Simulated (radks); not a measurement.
**Ionisation of Mg⁺: one atom, several choices of relativity**

The task here is to estimate one member of a computed series from the others.

Method: Kohn-Sham, PBE, spin-unpolarised, spherical densities. Code: radks (a radial shooting solver on a logarithmic mesh, Libxc functionals) version 1.

2 further runs of the same task are left out: 2 set aside as unsound or not needed.

## The system

- element: magnesium (Z = 12)
- charge: +1
- electrons: 11
- configuration: [Ne] 3s1
- ion: Mg²⁺, [Ne]
- choices: non-relativistic; scalar-relativistic; Dirac, 2j+1 shares; scalar-relativistic, finite nucleus; Dirac, 2j+1 shares, finite nucleus; Dirac, c × 2; Dirac, c × 1.5; Dirac, c × 1.25

The outer shells:

Mg⁺
```
[Ne] core
3s [↑ ]
```

Mg²⁺
```
[He] core
2s [↑↓]
2p [↑↓][↑↓][↑↓]
```

The first run:

The run's settings:

```text
Z 12
configuration [Ne] 3s1
relativity non-relativistic
functional pbe,pbe
spin unpolarised
nucleus point
```

Steps of the session up to this table: non-relativistic: Mg⁺.

One table of the session follows, with a row left open; its other results are not shown here.

It belongs to the step «non-relativistic: Mg⁺». Sizes of the orbitals, from the radial functions (bohr):

| level | <r> | outermost maximum (interpolated) | 90 % within | nodes |
| --- | --- | --- | --- | --- |
| 1s | 0.1309 | 0.0854 | 0.234 | 0 |
| 2s | ? | ? | ? | ? |
| 2p | 0.6880 | 0.479 | 1.17 | 0 |
| 3s | 2.798 | 2.36 | 4.23 | 2 |

Estimate the missing values for 2s.

The run gave: <r>: 0.6983; outermost maximum (interpolated): 0.548; 90 % within: 1.11; nodes: 1. In the column «<r>» it lies between 2p (0.6880) and 3s (2.798).

Caveats from the session: Spin polarisation and multiplet splitting of open shells are left out at every level.
